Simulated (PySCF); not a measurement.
# H8P4Si: the cost of one run

Programs: PySCF 2.14.0, with density-fitted response routines of our own. Each step states its level of theory. These are calculated values for one molecule in the gas phase, unless marked as measured. Atoms are numbered from 0 throughout.

## 1. The molecule as given

13 atoms, charge 0, multiplicity 1; geometry from: GFN2-xTB.

Bonds of the start (Å): P0–Si1 2.28, Si1–P2 2.28, Si1–P3 2.29, Si1–P4 2.30, P0–H5 1.39, P0–H6 1.39, P2–H7 1.38, P2–H8 1.38, P3–H9 1.39, P3–H10 1.38, P4–H11 1.39, P4–H12 1.39.

## 2. Optimising the geometry at PBE0-D3(BJ)/def2-SVP

What the job is given:

```
{"job": {"xc": "PBE0", "basis": "def2-SVP", "d3": "d3bj", "grid": 1, "kind": "geom"}, "charge": 0, "multiplicity": 1}
P     -0.382440    -0.844670     2.155710
Si     0.090900    -0.017400     0.079070
P      1.915810    -1.176710    -0.656150
P      0.439500     2.223210     0.429410
P     -1.510480    -0.296730    -1.542050
H     -0.978360    -1.998730     1.674340
H     -1.595120    -0.178960     2.241650
H      2.766290    -0.581970     0.259070
H      2.224940    -0.251020    -1.637640
H     -0.405200     2.608820    -0.598930
H      1.551600     2.282940    -0.393450
H     -2.561600    -0.095300    -0.661240
H     -1.564590    -1.672500    -1.385240
```

Run with:

```sh
$ OMP_NUM_THREADS=1 python probes_run.py task.json out
```

This one command runs all jobs of the session in turn.

Q: Estimate the wall time and peak memory of this first job on 1 thread of Arm Neoverse V2, shared host.

About 2.1 min, with a peak of 0.52 GiB.
